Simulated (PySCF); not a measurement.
# A base run of RbBr and its variants

A base run and a few variants of its settings.

Computed with PySCF 2.14.0. Level: each script names its method and basis.

1 further run of the same task is left out (for a known fault of the program).

## 1. The starting structure

RbBr: 2 atoms, charge 0, spin multiplicity 1.

Bond lengths: Rb1–Br2 3.396 Å.

## 2. Base script

input.py reads:

```python
from pyscf import gto, dft, tdscf

mol = gto.M(
    atom='Rb 0 0 0; Br 0 0 3.396',
    basis='ano-rcc-vdzp',
    charge=0,
    spin=0,
    verbose=4,
)
mf = dft.RKS(mol, xc='bhandhlyp')
mf = mf.sfx2c1e()
mf.kernel()
td = tdscf.TDDFT(mf)
td.nstates = 3
td.kernel()
td.analyze()
mf.dip_moment()
print('orbital energies (hartree):', mf.mo_energy[..., max(0, mol.nelec[1]-3):mol.nelec[0]+3].round(4))
```

Launch:

```sh
> OMP_NUM_THREADS=1 python input.py
```

Its log is not repeated here.

In short: E(SCF) = -5587.290066 Eh, 8 cycles, μ = 14.02 D, excitations 2.96, 2.96, 3.40 eV.

The bond length is a typed value, not an optimised one.

## 3. Def2-svp (core potential on, X2C off)

Edit 1 changes basis set: ano-rcc-vdzp → def2-svp; core potential: off → on; spin-free X2C: on → off. The core potential changes with it: totals don't compare.

input.py reads:

```python
from pyscf import gto, dft, tdscf

mol = gto.M(
    atom='Rb 0 0 0; Br 0 0 3.396',
    basis='def2-svp',
    ecp={'Rb': 'def2-svp'},
    charge=0,
    spin=0,
    verbose=4,
)
mf = dft.RKS(mol, xc='bhandhlyp')
mf.kernel()
td = tdscf.TDDFT(mf)
td.nstates = 3
td.kernel()
td.analyze(verbose=3)
mf.dip_moment()
print('orbital energies (hartree):', mf.mo_energy[..., max(0, mol.nelec[1]-3):mol.nelec[0]+3].round(4))
```

Launch:

```sh
> OMP_NUM_THREADS=1 python input.py
```

## 4. Level shift 0.3 hartree

Edit 2 changes level shift: none → 0.3 hartree.

input.py, as its differences from that of step 2:

```diff
@@ -11,2 +11,3 @@
 mf = mf.sfx2c1e()
+mf.level_shift = 0.3
 mf.kernel()
```

Before running it: what results should come out? Wanted: for each run, E(SCF); from base; gap; SCF dipole; after the SCF.

As calculated:

| run | E(SCF) (hartree) | from base (eV) | cycles | gap (eV) | SCF dipole (D) | after the SCF |
| --- | --- | --- | --- | --- | --- | --- |
| base | -5587.290066 | 0 | 8 | 4.53 | 14.02 | lowest root found 2.96 eV |
| def2-svp (core potential on, X2C off) | -2597.960969 | not comparable | 9 | 4.60 | 13.01 | lowest root found 3.02 eV |
| level shift 0.3 hartree | -5587.290066 | 0.0000 | 16 | 4.53 | 14.02 | lowest root found 2.96 eV |

Distance from each run's final energy (log10 hartree) by cycle:

| run | cycle 1 | cycle 2 | cycle 3 | cycle 5 | cycle 8 | cycle 12 |
| --- | --- | --- | --- | --- | --- | --- |
| base | -1.4 | -1.7 | -4.4 | -6.7 | -11.0 | done |
| def2-svp (core potential on, X2C off) | -1.4 | -1.8 | -3.6 | -6.5 | -9.8 | done |
| level shift 0.3 hartree | -1.5 | -2.6 | -3.3 | -4.5 | -5.9 | -7.8 |

In words: The SCF energy stays the same, to the digits that matter, with level shift 0.3 hartree. The base needs 8 cycles and the run with level shift 0.3 hartree needs 16.
